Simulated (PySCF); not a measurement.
# C9H12OSi: the cost of one run

The runs use PySCF 2.14.0, with density-fitted response routines of our own; the level of theory stands in each step. All values are computed, except where a source is named. Atoms are numbered from 0 throughout.

### Step 1. The starting structure

23 atoms, charge 0, multiplicity 1; geometry from: GFN2-xTB.

Bonds of the start (Å): C0–C1 1.32, C1–O2 1.34, O2–Si3 1.63, Si3–C4 1.88, C4–C5 1.39, C5–C6 1.38, C6–C7 1.38, C7–C8 1.39, C8–C9 1.50, C8–C10 1.39, C10–C4 1.39, C0–H11 1.08, C0–H12 1.07, C1–H13 1.09, Si3–H14 1.47, Si3–H15 1.47, C5–H16 1.08, C6–H17 1.08, C7–H18 1.08, C9–H19 1.09, C9–H20 1.09, C9–H21 1.09, C10–H22 1.08.

### Step 2. Optimising the geometry at PBE0-D3(BJ)/def2-SVP

Job settings and geometry (Å):

```
{"job": {"xc": "PBE0", "basis": "def2-SVP", "d3": "d3bj", "grid": 1, "kind": "geom"}, "charge": 0, "multiplicity": 1}
C      4.556704     0.374499     0.205701
C      3.421901     1.027070     0.379139
O      2.185482     0.528187     0.236638
Si     1.652258    -0.959568    -0.167584
C     -0.214296    -0.758330    -0.129604
C     -1.016072    -1.856968    -0.417898
C     -2.394384    -1.751972    -0.401701
C     -2.993464    -0.543144    -0.094847
C     -2.218271     0.572291     0.198539
C     -2.871547     1.883833     0.518030
C     -0.837034     0.447151     0.175670
H      4.567670    -0.662423    -0.078048
H      5.501140     0.865316     0.345349
H      3.401620     2.073308     0.666224
H      2.108841    -1.958342     0.806346
H      2.128768    -1.336244    -1.504009
H     -0.550542    -2.802433    -0.655203
H     -3.006821    -2.613304    -0.627949
H     -4.071539    -0.462121    -0.080929
H     -3.315600     2.310240    -0.381798
H     -2.148371     2.593596     0.912206
H     -3.666924     1.748569     1.249160
H     -0.224271     1.307774     0.402523
```

Launch:

```bash
$ OMP_NUM_THREADS=1 python probes_run.py task.json out
```

The driver reads the jobs from task.json and runs them one after another.

**Question.** How long does this first job take on 1 thread of Arm Neoverse V1, shared host, and how much memory does it need?

About 3.8 min, with a peak of 0.95 GiB.
